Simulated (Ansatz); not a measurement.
# H2Se (singlet): wave-function methods side by side at distance Se1–H3 = 1.618 Å, 6-31G

Aim: climb from Hartree-Fock through coupled cluster and multireference methods for H2Se (singlet) at one geometry and basis, and see what each rung misses.

Method: 6-31G, core rule «outside noble gas», up to 14 orbitals frozen; program: Ansatz 0.2.0, Gaussian basis.

To be run: UHF; CCSD(T) on RHF; BCCD(T) on RHF; CISD; CCSDT(Q) on RHF; CCSDTQ on RHF; CASSCF and MRCISD+Q, 2 electrons in 2 orbitals; CASSCF and NEVPT2, 2 electrons in 2 orbitals; CASSCF and MRCISD+Q, 8 electrons in 6 orbitals; CASSCF and NEVPT2, 8 electrons in 6 orbitals; Full CI.

17 further runs of the same task are left out: 16 that didn't finish, 1 set aside as unsound or not needed. Runs told in other sessions of the task aren't counted.

## 1. The system

The geometry derives from a PBE0/def2-TZVP stationary point (not a proven minimum). One bond is set to the value named and the two fragments are kept rigid. No spin-orbit coupling is included. The filled d shell of Se may be among the frozen orbitals whatever the setting's name suggests.

3 atoms, charge 0, spin multiplicity 1.

Atoms are counted from 1 here; the program's logs count them from 0.

Bond lengths: Se1–H2 1.467 Å, Se1–H3 1.618 Å. Angles: H2–Se1–H3 91.2°.

Coordinates:

```mol
H2Se
  3D, bonds by distance, orders not assigned

  3  2  0  0  0  0  0  0  0  0999 V2000
    0.0000   -0.0269   -0.0013 Se  0  0
    0.0000    0.9996   -1.0491 H   0  0
    0.0000    1.1054    1.1544 H   0  0
  1  2  8  0
  1  3  8  0
M  END
```

## 2. UHF

Input file in.yaml:

```yaml
crystal:
  periodic: [false, false, false]
  atoms:
    - {symbol: Se, position_ang: [0.000000, -0.026871, -0.001344]}
    - {symbol: H, position_ang: [0.000000, 0.999627, -1.049134]}
    - {symbol: H, position_ang: [0.000000, 1.105417, 1.154444]}
basis:
  gaussian: {orbitals: 6-31G}
magnetization: {spin_polarized: true, initial_magnetization: 0}
hamiltonian: {xc: hf}
output: {orbitals: {seedname: orbitals}}
```

Launch:

```
$ ansatz run in.yaml --threads 1 --pin off --events-out ev --progress --plain --max-ram 2393MiB
```

The runs that follow: CCSD(T) on RHF; BCCD(T) on RHF; CISD; CCSDT(Q) on RHF; CCSDTQ on RHF; CASSCF and MRCISD+Q, 2 electrons in 2 orbitals; CASSCF and NEVPT2, 2 electrons in 2 orbitals; CASSCF and MRCISD+Q, 8 electrons in 6 orbitals; CASSCF and NEVPT2, 8 electrons in 6 orbitals; Full CI.

**Question.** What will the summary of the whole plan be? Wanted: FCI from the RHF energy; RMP2 from FCI; RCCSD from FCI; RCCSD(T) from FCI; RCCSDT(Q) from FCI; NEVPT2 pair from FCI; MRCISD+Q pair from FCI; NEVPT2 valence from FCI; T1 diagnostic.

**Answer**, as computed:

| quantity | value |
| --- | --- |
| FCI from the RHF energy | -2.1450 eV |
| RMP2 from FCI | +12.00 kcal/mol |
| RCCSD from FCI | +0.63 kcal/mol |
| RCCSD(T) from FCI | +0.13 kcal/mol |
| RCCSDT(Q) from FCI | +0.01 kcal/mol |
| NEVPT2 pair from FCI | +7.68 kcal/mol |
| MRCISD+Q pair from FCI | -0.06 kcal/mol |
| NEVPT2 valence from FCI | +5.02 kcal/mol |
| levels within 1 kcal/mol (43 meV) | RCCSD, RCCSD(T), BCCD(T), RCCSDT, RCCSDT(Q), RCCSDTQ, MRCISD+Q pair, MRCISD valence, MRCISD+Q valence |
| T1 diagnostic | 0.008 |
| effectively unpaired electrons | 0.04 |

**Reading.** RCCSD(T) misses by +0.13 kcal/mol, 0.3 % of the correlation energy. MRCISD+Q pair falls below full CI: the +Q correction isn't variational, and the cores differ from full CI's. One determinant dominates. Of the multireference levels listed MRCISD+Q pair comes nearest in total energy (-0.06 kcal/mol), which doesn't show that its space is the better one. These misses are within one basis, not against nature.
